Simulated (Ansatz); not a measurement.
# Nb (Nb, omega (AlB2-type)): the cost of one run

Program: Ansatz 0.2.0. Level of theory: DFT LDA (PW92), plane waves (420 eV) with PAW, scalar-relativistic; PBE-made PAW files. These are calculated values, not measurements.

## Step 1: The starting structure

The structure is hexagonal, space group P6/mmm (No. 191). The conventional cell has a = 4.666 Å, b = 4.666 Å, c = 2.860 Å, α = 90.00°, β = 90.00°, γ = 120.00°. Nb (site symmetry 6/mmm) is surrounded by 14 Nb at 2.86 to 3.05 Å. Nb (site symmetry -6m2) is surrounded by 11 Nb at 2.69 to 3.05 Å.

Coordinates:

```cif
data_structure
_symmetry_space_group_name_H-M 'P 1'
_symmetry_Int_Tables_number 1
_cell_length_a 4.6659
_cell_length_b 4.6659
_cell_length_c 2.8602
_cell_angle_alpha 90.000
_cell_angle_beta 90.000
_cell_angle_gamma 120.000
_cell_volume 53.93
loop_
_atom_site_label
_atom_site_type_symbol
_atom_site_fract_x
_atom_site_fract_y
_atom_site_fract_z
_atom_site_occupancy
Nb1 Nb 0.00000 0.00000 0.00000 1
Nb2 Nb 0.33333 0.66667 0.50000 1
Nb3 Nb 0.66667 0.33333 0.50000 1
```

## Step 2: Geometry optimisation

File input.yaml:

```yaml
crystal:
  lattice:
    - [4.665877109, 0.0, 0.0]
    - [-2.3329385545, 4.0407681073, 0.0]
    - [0.0, 0.0, 2.8601826678]
  atoms:
    - { symbol: Nb, position: [0.0, 0.0, 0.0] }
    - { symbol: Nb, position: [0.3333333333, 0.6666666667, 0.5] }
    - { symbol: Nb, position: [0.6666666667, 0.3333333333, 0.5] }
hamiltonian:
  xc: lda
  pseudopotentials:
    kind: paw
    azcp:
      Nb: "pseudopotentials/Nb.paw.azcp"
basis:
  ecutwfc: 420
  fft_grid_basis: typed
kpoints:
  mp_grid: { grid: [8, 8, 11], shift: [0, 0, 0] }
magnetization:
  spin_polarized: false
scf:
  occupations: { method: fermi_dirac, width: 0.1 }
relax:
  max_steps: 60
  f_tol: 0.01
  cell: {}
output:
  write_density: true
  write_potential: true
  elf: true
  volumetric_format: npy
```

What time and memory should one allow on 2 threads of an x86-64 CPU, shared host?

About 7.6 s, with a peak of 0.39 GiB.
